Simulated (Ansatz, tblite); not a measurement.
# Zn(OH)2 (ZnH₂O₂): charged states by level of theory

One table from this session's results is given with a row withheld; the runs are named, their logs left out.

The runs use Ansatz 0.2.0, Gaussian basis; as each input shows.

Plan: charge +1 doublet, at the geometry of the singlet (PBE0-D4/def2-TZVP, PBE-D4/def2-TZVP, r2SCAN-D4/def2-TZVP, LC-ωPBE(0.10)/def2-TZVP, LC-ωPBE(0.15)/def2-TZVP, LC-ωPBE(0.20)/def2-TZVP, LC-ωPBE(0.30)/def2-TZVP, CCSD(T)/def2-TZVPP); charge +1 doublet, relaxed (PBE0-D4/def2-TZVP, PBE-D4/def2-TZVP); the starting singlet's energies come from earlier runs.

## The structure

The singlet was relaxed beforehand with r2SCAN-D4/def2-TZVP.

5 atoms, charge 0, spin multiplicity 1.

Atoms are counted from 1 here; the program's logs count them from 0.

Bond lengths: Zn1–O2 1.761 Å, Zn1–O4 1.761 Å, O2–H3 0.963 Å, O4–H5 0.963 Å. Angles: O2–Zn1–O4 173.6°, Zn1–O2–H3 114.0°, Zn1–O4–H5 114.0°.

Set-up of the first run:

Input file in.yaml:

```yaml
crystal:
  periodic: [false, false, false]
  atoms:
    - {symbol: Zn, position_ang: [-0.144687, -0.090836, 0.008122]}
    - {symbol: O, position_ang: [-0.268702, 0.078280, 1.757039]}
    - {symbol: H, position_ang: [-0.068174, 0.962404, 2.080593]}
    - {symbol: O, position_ang: [-0.186710, -0.364219, -1.731466]}
    - {symbol: H, position_ang: [0.668273, -0.585629, -2.114288]}
basis:
  gaussian: {orbitals: def2-TZVP}
total_charge: 1
magnetization: {spin_polarized: true, initial_magnetization: 1}
hamiltonian: {xc: pbe0, dispersion: d4}
output: {orbitals: {seedname: orbitals}}
```

Command:

```bash
$ ansatz run in.yaml --threads 4 --pin off --events-out ev --progress --plain --max-ram 3916MiB
```

Among the steps run: Charge +1 doublet at the fixed geometry, PBE0-D4/def2-TZVP; Charge +1 doublet at the fixed geometry, PBE-D4/def2-TZVP; Charge +1 doublet at the fixed geometry, r2SCAN-D4/def2-TZVP; Charge +1 doublet at the fixed geometry, LC-ωPBE(0.10)/def2-TZVP; Charge +1 doublet at the fixed geometry, LC-ωPBE(0.15)/def2-TZVP; Charge +1 doublet at the fixed geometry, LC-ωPBE(0.20)/def2-TZVP; Charge +1 doublet at the fixed geometry, LC-ωPBE(0.30)/def2-TZVP; Charge +1 doublet at the fixed geometry, CCSD(T)/def2-TZVPP.

One of the session's tables, all rows but one given; the rest of the session is left out.

It belongs to the step «Vertical ionisation energy». 

```
             method  vertical ionisation energy (eV)
      HF/def2-TZVPP                             9.46
   PBE-D4/def2-TZVP                            10.38
r2SCAN-D4/def2-TZVP                            10.50
  PBE0-D4/def2-TZVP                                ?
     MP2/def2-TZVPP                            11.47
    CCSD/def2-TZVPP                            11.06
 CCSD(T)/def2-TZVPP                            11.16
```

**Question.** Estimate the row for PBE0-D4/def2-TZVP.

**Answer.** vertical ionisation energy (eV): 10.79. In the column «vertical ionisation energy (eV)» it lies between r2SCAN-D4/def2-TZVP (10.50) and CCSD/def2-TZVPP (11.06).
